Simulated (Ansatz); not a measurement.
# LuSi2Rh2: the cost of one run

Method: DFT LDA, scalar-relativistic, plane waves, PAW, in Ansatz 0.2.0.

**1. Starting point**

Symmetry: I4/mmm, No. 139, tetragonal system. Conventional cell: a = 4.005 Å, b = 4.005 Å, c = 9.830 Å, α = 90.00°, β = 90.00°, γ = 90.00°. Around Lu (site symmetry 4/mmm) lie 10 Si at 3.14 to 3.56 Å and 8 Rh at 3.17 Å. Si (site symmetry 4mm) is surrounded by 4 Rh at 2.29 Å and 1 Si at 2.71 Å and 4 Lu at 3.14 Å. Rh (site symmetry -4m2) is surrounded by 4 Si at 2.29 Å.

Coordinates:

```cif
data_structure
_symmetry_space_group_name_H-M 'I4/mmm'
_symmetry_Int_Tables_number 139
_cell_length_a 4.0050
_cell_length_b 4.0050
_cell_length_c 9.8300
_cell_angle_alpha 90.000
_cell_angle_beta 90.000
_cell_angle_gamma 90.000
_cell_volume 157.67
loop_
_atom_site_label
_atom_site_type_symbol
_atom_site_symmetry_multiplicity
_atom_site_Wyckoff_symbol
_atom_site_fract_x
_atom_site_fract_y
_atom_site_fract_z
_atom_site_occupancy
Lu1 Lu 2 a 0.00000 0.00000 0.00000 1
Si1 Si 4 e 0.00000 0.00000 0.36200 1
Rh1 Rh 4 d 0.00000 0.50000 0.25000 1
```

Source of the structure: the Crystallography Open Database.

(A quick probe on a coarse mesh, which set the mesh and smearing, is not shown.)

**3. A loose first relaxation**

Contents of input.yaml:

```yaml
crystal:
  lattice:
    - [-2.0025, 2.0025, 4.915]
    - [2.0025, -2.0025, 4.915]
    - [2.0025, 2.0025, -4.915]
  atoms:
    - { symbol: Lu, position: [0.0, 0.0, 0.0] }
    - { symbol: Si, position: [0.362, 0.362, 0.0] }
    - { symbol: Si, position: [0.638, 0.638, 0.0] }
    - { symbol: Rh, position: [0.75, 0.25, 0.5] }
    - { symbol: Rh, position: [0.25, 0.75, 0.5] }
basis:
  ecutwfc: 420
kpoints:
  mp_grid: { grid: [8, 8, 8] }
hamiltonian:
  xc: lda
scf:
  occupations: { method: gaussian, width: 0.1 }
output:
  forces: true
  stress: true
  eigenvalues: true
relax:
  adjacent_minimum: "off"
  f_tol: 0.05
  max_steps: 80
  cell: { stress_tol: 0.5 }
```

Started as:

```bash
> ansatz run input.yaml --threads 2 --pin off --max-ram 5120MiB --backend cpu --events-out ev --progress --plain --runs-dir out
```

What time and memory should one allow on 2 threads of AMD EPYC (Zen 3), shared host?

About 62 s, with a peak of 0.51 GiB.
